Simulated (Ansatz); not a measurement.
# BF (P1) in Ansatz: convergence with wavefunction cutoff

Aim: find how far wavefunction cutoff must go before the results for BF settle, at PBE. This setting moves, with any that are tied to it; all else stays.

Program: Ansatz 0.2.0. These are calculated values, not measurements. Logs are shortened: lines on timing, memory, paths and dates and some standing lists are left out, and cuts for length are marked.

## 1. The cell of the first run

The typed cell holds 2 atoms: a = 3.146 Å, b = 3.113 Å, c = 3.315 Å, α = 90.00°, β = 92.80°, γ = 90.00°.

The cell was built by a generator and needn't be a form met in nature.

The cell isn't the ideal one: atoms moved at random, drawn with an rms of 0.05 Å.

## 2. With wavefunction cutoff 200 eV

File input.yaml:

```yaml
crystal:
  lattice:
    - [3.14569892, 0.0, 0.0]
    - [0.0, 3.11315943, 0.0]
    - [-0.16173659, 0.0, 3.31138918]
  atoms:
    - { symbol: B, position: [-0.007457, -0.010932, 0.007997] }
    - { symbol: F, position: [-0.000522, -0.005522, 0.494323] }
hamiltonian:
  xc: pbe
  pseudopotentials: { kind: paw }
kpoints:
  mp_grid: { grid: [6, 6, 6] }
scf:
  occupations: { method: gaussian, width: 0.1 }
output:
  forces: true
  stress: true
  eigenvalues: true
basis:
  ecutwfc: "200 eV"
```

Potentials or basis: Ansatz PAW.

Command:

```console
$ ansatz run input.yaml --threads 2 --pin off --max-ram 5632MiB --backend cpu --events-out ev --progress --plain --runs-dir out
```

Log:

```text
Warning: basis.ecutwfc = 200 eV is below the records' recommended 420 eV, and the density's cutoff is lower with it unless basis.ecutrho_ratio is high enough to keep the records' density cutoff: compare with a run at a higher cutoff
Warning: RAYON_NUM_THREADS=2 ignored (pool sized by the plan → 2); use --threads N
Engine: ansatz 0.2.0, aarch64-unknown-linux-gnu
Pseudopotentials: kind: paw
Pseudopotential: B, paw, valence charge 3, recommended cutoff 420 eV (normal), B.paw.azcp
Pseudopotential: F, paw, valence charge 7, recommended cutoff 420 eV (normal), F.paw.azcp
Functional definition: PBE
  parameter kappa = 0.804
  parameter beta = 0.06672455060314922
  exchange = pbe_x(kappa = kappa, mu = beta*pi^2/3)
  correlation = pbe_c(beta = beta)
Crystal: 2 atoms, lattice volume = 32.429 Å³
Basis set: ecut = 200 eV, 209 PW (Γ), exchange–correlation on 30×30×32 points (8 copies of the dense FFT grid, shifted against one another)
Bands: 9, of which v1, the nominal top of the filled ones, is band 5 counted from 1 (4 counted from 0)
Symmetry: 1 space group operations
Space group: P1 (ITA 1), of the structure as read, at distance tolerance 3.2e-5 Å
k-points: 112 of 216 (time reversal used)
Non-local potential: B, projectors of the file, l = 0: 2, l = 1: 2, l = 2: 1
Non-local potential: F, projectors of the file, l = 0: 2, l = 1: 2, l = 2: 1
PAW form: soft (Blöchl's): semilocal exchange-correlation on the pseudo side does not see the compensation charge
PAW one-centre angular grid: B, 110 points (default); XC on 64 Gauss nodes
PAW one-centre angular grid: F, 110 points (default); XC on 64 Gauss nodes
Initial density: superposition of atomic densities (neutral atoms: chi_scale 0, normalization atom), corrected by the library's trained network
Initial wavefunctions: pseudopotential atomic-orbital guess
Functional: x = pbe(κ = 0.804, μ = 0.2195149727645171), c = pbe(β = 0.06672455060314922)
SCF iter   1: F=—  HF=-950.756244 eV  |F-HF|=—  |Δ(HF+E_count)|=         —  Δρ=1.90e-1  dr2=5.16e0  ethr=1.77e-3  ⟨swp⟩=4.4  Hψ=5902  notcnv=0
preconditioner: auto → LDOS  [metal: Δε(μ)=0.069 eV  Ē_g=11.033 eV  σ=0.100 eV  W_gap=0.37  n_scr=6 (ndim 8)  ℏωp=18.4 eV  f_vac=0.059  D(μ)=0.69/eV (n_scr^D=2)  β→1.0]
SCF iter   2: F=—  HF=-949.505872 eV  |F-HF|=—  |Δ(HF+E_count)|=    1.25e0  Δρ=8.79e-2  dr2=1.26e0  ethr=1.77e-3  ⟨swp⟩=3.0  Hψ=3422  notcnv=0
preconditioner: auto → none  [metal: Δε(μ)=0.009 eV  Ē_g=12.775 eV  σ=0.100 eV  W_gap=0.05  n_scr=6 (ndim 8)  ℏωp=18.4 eV  f_vac=0.069  D(μ)=0.58/eV (n_scr^D=0)  β→0.5]
SCF iter   3: F=—  HF=-949.196365 eV  |F-HF|=—  |Δ(HF+E_count)|=   3.10e-1  Δρ=1.05e-2  dr2=1.80e-2  ethr=1.77e-3  ⟨swp⟩=2.0  Hψ=2904  notcnv=0
SCF iter   4: F=—  HF=-949.211662 eV  |F-HF|=—  |Δ(HF+E_count)|=   1.53e-2  Δρ=6.46e-3  dr2=1.14e-2  ethr=1.80e-4  ⟨swp⟩=2.6  Hψ=2740  notcnv=0  defer=1
SCF iter   5: F=—  HF=-949.208641 eV  |F-HF|=—  |Δ(HF+E_count)|=   3.02e-3  Δρ=1.67e-3  dr2=9.30e-4  ethr=1.14e-4  ⟨swp⟩=1.4  Hψ=1165  notcnv=0  defer=1
SCF iter   6: F=—  HF=-949.208399 eV  |F-HF|=—  |Δ(HF+E_count)|=   2.42e-4  Δρ=1.74e-4  dr2=1.22e-5  ethr=9.30e-6  ⟨swp⟩=2.1  Hψ=1363  notcnv=0  defer=1
SCF iter   7: F=—  HF=-949.208457 eV  |F-HF|=—  |Δ(HF+E_count)|=   5.73e-5  Δρ=3.42e-5  dr2=2.21e-7  ethr=1.22e-7  ⟨swp⟩=2.0  Hψ=1455  notcnv=0  defer=1
SCF iter   8: F=-949.208457 eV  HF=-949.208457 eV  |F-HF|=2.08e-8  |Δ(HF+E_count)|=   1.01e-7  Δρ=1.24e-5  dr2=1.83e-8  ethr=1.00e-9  ⟨swp⟩=5.0  Hψ=4612  notcnv=0
SCF 1 converged in 8 iterations: F = -949.208457 eV  dr2 = 1.83e-8
SCF converged after 8 iterations
Free energy (F): -949.208457 eV
Harris-Foulkes:  -949.208457 eV  (|F-HF|=2.08e-8)
Internal energy: -949.207109 eV  (E = F + TS)
E sigma→0 (E₀):  -949.207783 eV
Entropy (-TS):   -0.001348 eV (-0.674 meV/atom)
Fermi energy:    1.677626 eV
--- Per-component energies (eV) ---
  E_band       = -89.518967
  E_kinetic    = 265.952634
  E_local      = -790.343214  (includes V_loc(G=0)·N_el)
  E_nonlocal   = 61.742318
  E_hartree    = 286.540017
  E_xc         = -114.559472
  E_vxc        = -143.715103  (∫ρ·V_xc dr)
  E_paw        = -267.645910  (= ΣΔE_a)
  E_vpaw       = -56.261312  (= ΣTr[D̂ρ^β])
  E_aug_tail   = 0.027436  (compensation charges beyond the density's cutoff)
  E_ewald      = -390.920917
  E_smearing   = -0.001348  (= −TS)
  E_closure    = 0.000000  (closes the sum)
  Σ components = -949.208457   (vs F -949.208457, Δ=0.00e0)
--- Forces (eV/Å), atoms counted from 1 ---
  atom   1  B     -0.09234562    -0.05400189     0.36089746
  atom   2  F      0.09240968     0.05418843    -0.36090988
  max |Σ_I F_I| component: 1.87e-4 eV/Å
--- Stress (GPa, compression-positive) ---
      -11.502033       0.012769      -0.401123
        0.012769     -11.501609      -0.038816
       -0.401119      -0.038816      16.773888
  P = ⅓ Tr σ = -2.0766 GPa (-20.766 kbar)
--- Band table (eV; the first three rows and the last of 112) ---
  k-point 0: bands = ["-25.9207", "-8.5589", "-4.8240", "-4.6233", "-3.1588", "6.1121", "6.2216", "9.2505", "12.3892"]
  k-point 1: bands = ["-25.8988", "-8.8249", "-4.5849", "-4.4793", "-2.2543", "5.7874", "5.8975", "9.2158", "11.2088"]
  k-point 2: bands = ["-25.8930", "-9.4306", "-4.4411", "-4.4065", "-0.2458", "5.1691", "5.3137", "7.3881", "10.7307"]
  k-point 111: bands = ["-25.8052", "-8.8172", "-5.1659", "-5.1190", "1.8102", "1.9033", "4.5442", "8.4229", "10.4163"]
```

Wall time 0.7 s (2 threads of Arm Neoverse V2, shared host); peak memory 0.25 GiB.

What came out:

| Quantity | Value |
| --- | --- |
| Free energy | -949.2085 eV |
| Pressure | -2.1 GPa |
| Largest force | 0.376 eV/Å |
| Band gap on the k mesh | none (metal or under the smearing width) |

## 3. With wavefunction cutoff 250 eV

input.yaml, as its differences from that of step 2:

```diff
@@ -20,2 +20,2 @@
 basis:
-  ecutwfc: "200 eV"
+  ecutwfc: "250 eV"
```

Potentials or basis: Ansatz PAW.

Command:

```console
$ ansatz run input.yaml --threads 2 --pin off --max-ram 5632MiB --backend cpu --events-out ev --progress --plain --runs-dir out
```

Wall time 0.87 s (2 threads of Arm Neoverse V2, shared host); peak memory 0.26 GiB.

What came out:

```yaml
Free_energy: -957.1602 eV
Pressure: -3.5 GPa
Largest_force: 0.880 eV/Å
Band_gap_on_the_k_mesh: none (metal or under the smearing width)
```

## 4. With wavefunction cutoff 300 eV

input.yaml, as its differences from that of step 3:

```diff
@@ -20,2 +20,2 @@
 basis:
-  ecutwfc: "250 eV"
+  ecutwfc: "300 eV"
```

Command:

```console
$ ansatz run input.yaml --threads 2 --pin off --max-ram 5632MiB --backend cpu --events-out ev --progress --plain --runs-dir out
```

Wall time 1 s (2 threads of Arm Neoverse V2, shared host); peak memory 0.27 GiB.

Results:

```yaml
Free_energy: -959.4120 eV
Pressure: -5.0 GPa
Largest_force: 1.073 eV/Å
Band_gap_on_the_k_mesh: none (metal or under the smearing width)
```

## 5. With wavefunction cutoff 350 eV

input.yaml, as its differences from that of step 4:

```diff
@@ -20,2 +20,2 @@
 basis:
-  ecutwfc: "300 eV"
+  ecutwfc: "350 eV"
```

Command:

```console
$ ansatz run input.yaml --threads 2 --pin off --max-ram 5632MiB --backend cpu --events-out ev --progress --plain --runs-dir out
```

It took 1.1 s on 2 threads of Arm Neoverse V2, shared host; peak memory 0.28 GiB.

Results:

```yaml
Free_energy: -959.9641 eV
Pressure: -4.6 GPa
Largest_force: 1.065 eV/Å
Band_gap_on_the_k_mesh: none (metal or under the smearing width)
```

## 6. With wavefunction cutoff 400 eV

input.yaml, as its differences from that of step 5:

```diff
@@ -20,2 +20,2 @@
 basis:
-  ecutwfc: "350 eV"
+  ecutwfc: "400 eV"
```

Potentials or basis: Ansatz PAW.

Command:

```console
$ ansatz run input.yaml --threads 2 --pin off --max-ram 5632MiB --backend cpu --events-out ev --progress --plain --runs-dir out
```

Wall time 1.2 s (2 threads of Arm Neoverse V2, shared host); peak memory 0.3 GiB.

Results (log left out):

```
Free energy            : -960.0735 eV
Pressure               : -4.5 GPa
Largest force          : 1.049 eV/Å
Band gap on the k mesh : none (metal or under the smearing width)
```

## 7. With wavefunction cutoff 450 eV

input.yaml, as its differences from that of step 6:

```diff
@@ -20,2 +20,2 @@
 basis:
-  ecutwfc: "400 eV"
+  ecutwfc: "450 eV"
```

Command:

```console
$ ansatz run input.yaml --threads 2 --pin off --max-ram 5632MiB --backend cpu --events-out ev --progress --plain --runs-dir out
```

Wall time 1.4 s (2 threads of Arm Neoverse V2, shared host); peak memory 0.31 GiB.

It converged, with:

```
Free energy            : -960.0881 eV
Pressure               : -4.5 GPa
Largest force          : 1.046 eV/Å
Band gap on the k mesh : none (metal or under the smearing width)
```

## 8. With wavefunction cutoff 500 eV

input.yaml, as its differences from that of step 7:

```diff
@@ -20,2 +20,2 @@
 basis:
-  ecutwfc: "450 eV"
+  ecutwfc: "500 eV"
```

Command:

```console
$ ansatz run input.yaml --threads 2 --pin off --max-ram 5632MiB --backend cpu --events-out ev --progress --plain --runs-dir out
```

It took 1.6 s on 2 threads of Arm Neoverse V2, shared host; peak memory 0.32 GiB.

It converged, with:

| Quantity | Value |
| --- | --- |
| Free energy | -960.0892 eV |
| Pressure | -4.5 GPa |
| Largest force | 1.046 eV/Å |
| Band gap on the k mesh | none (metal or under the smearing width) |

## 9. With wavefunction cutoff 600 eV

input.yaml, as its differences from that of step 8:

```diff
@@ -20,2 +20,2 @@
 basis:
-  ecutwfc: "500 eV"
+  ecutwfc: "600 eV"
```

Potentials or basis: Ansatz PAW.

Command:

```console
$ ansatz run input.yaml --threads 2 --pin off --max-ram 5632MiB --backend cpu --events-out ev --progress --plain --runs-dir out
```

Run time: 2.1 s. Hardware: 2 threads of Arm Neoverse V2, shared host; peak memory 0.34 GiB.

It converged, with:

| Quantity | Value |
| --- | --- |
| Free energy | -960.0905 eV |
| Pressure | -4.5 GPa |
| Largest force | 1.046 eV/Å |
| Band gap on the k mesh | none (metal or under the smearing width) |

## 10. With wavefunction cutoff 800 eV

input.yaml, as its differences from that of step 9:

```diff
@@ -20,2 +20,2 @@
 basis:
-  ecutwfc: "600 eV"
+  ecutwfc: "800 eV"
```

Command:

```console
$ ansatz run input.yaml --threads 2 --pin off --max-ram 5632MiB --backend cpu --events-out ev --progress --plain --runs-dir out
```

Wall time 2.9 s (2 threads of Arm Neoverse V2, shared host); peak memory 0.39 GiB.

It converged, with:

```yaml
Free_energy: -960.0914 eV
Pressure: -4.5 GPa
Largest_force: 1.046 eV/Å
Band_gap_on_the_k_mesh: none (metal or under the smearing width)
```

## 11. Summary

| wavefunction cutoff | energy less the tightest run, at zero smearing (meV/atom) | pressure (GPa) | largest force (eV/Å) | SCF cycles | CPU time (s) | peak memory (GiB) |
| --- | --- | --- | --- | --- | --- | --- |
| 200 eV | 5441.11 | -2.08 | 0.376 | 8 | 1.3 | 0.25 |
| 250 eV | 1465.37 | -3.52 | 0.880 | 7 | 1.6 | 0.26 |
| 300 eV | 339.64 | -5.03 | 1.073 | 7 | 1.9 | 0.27 |
| 350 eV | 63.63 | -4.57 | 1.065 | 6 | 2 | 0.28 |
| 400 eV | 8.93 | -4.51 | 1.049 | 6 | 2.3 | 0.3 |
| 450 eV | 1.65 | -4.50 | 1.046 | 6 | 2.6 | 0.31 |
| 500 eV | 1.13 | -4.50 | 1.046 | 6 | 3 | 0.32 |
| 600 eV | 0.45 | -4.51 | 1.046 | 6 | 4 | 0.34 |
| 800 eV | 0.00 | -4.51 | 1.046 | 6 | 5.5 | 0.39 |

Against the tightest run, the energy stays within 1 meV/atom from 600 eV on; the pressure stays within 0.1 GPa from 350 eV on; the largest force stays within 0.005 eV/Å from 400 eV on. The tightest run that finished is the yardstick and may itself not be fully converged.
